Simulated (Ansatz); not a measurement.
# AlF2HSe: small, medium and large basis sets

An exercise on one series of results from a longer session: the logs are not shown, and one member is left open.

Method: one geometry, several basis sets; program: Ansatz 0.2.0, Gaussian basis.

Plan: PBE0-D4/def2-SVP; ωB97M-V/def2-SVP; PBE0-D4/def2-QZVPP; ωB97M-V/def2-QZVPP; the functionals' def2-TZVPP values are taken from earlier runs.

## The relaxed structure

All runs share one geometry, relaxed beforehand with PBE0-D4 in a triple-zeta def2 set.

SMILES `[F][Al]([F])[SeH]`, 5 atoms, charge 0, spin multiplicity 1.

Atoms are counted from 1 here; the program's logs count them from 0.

Bond lengths: F1–Al2 1.637 Å, Al2–F3 1.638 Å, Al2–Se4 2.285 Å, Se4–H5 1.470 Å. Angles: F1–Al2–F3 119.2°, F1–Al2–Se4 119.5°, F3–Al2–Se4 121.3°, Al2–Se4–H5 89.8°.

Set-up of the first run:

File in.yaml:

```yaml
crystal:
  periodic: [false, false, false]
  atoms:
    - {symbol: F, position_ang: [0.820030, -0.356155, 2.013499]}
    - {symbol: Al, position_ang: [0.406708, -0.281221, 0.431772]}
    - {symbol: F, position_ang: [1.229210, -1.192008, -0.652550]}
    - {symbol: Se, position_ang: [-1.302537, 1.088610, -0.219774]}
    - {symbol: H, position_ang: [-1.103611, 0.667073, -1.614349]}
basis:
  gaussian: {orbitals: def2-SVP}
hamiltonian: {xc: pbe0, dispersion: d4}
output: {orbitals: {seedname: orbitals}}
```

Run with:

```console
$ ansatz run in.yaml --threads 2 --pin off --events-out ev --progress --plain --max-ram 31744MiB --backend cpu
```

Steps of the session up to this table: PBE0-D4 in def2-SVP; ωB97M-V in def2-SVP; PBE0-D4 in def2-QZVPP; ωB97M-V in def2-QZVPP.

One of the session's tables, all rows but one given; the rest of the session is left out.

It belongs to the step «Functionals by basis». 

| functional | basis | HOMO (eV) |
| --- | --- | --- |
| PBE0-D4 | def2-SVP | ? |
| PBE0-D4 | def2-TZVPP | -7.91 |
| PBE0-D4 | def2-QZVPP | -7.92 |
| ωB97M-V | def2-SVP | -9.89 |
| ωB97M-V | def2-TZVPP | -10.03 |
| ωB97M-V | def2-QZVPP | -10.06 |

Q: Estimate the row for PBE0-D4, def2-SVP from the others.

**Answer.** HOMO (eV): -7.78. In the column «HOMO (eV)» it is the highest.
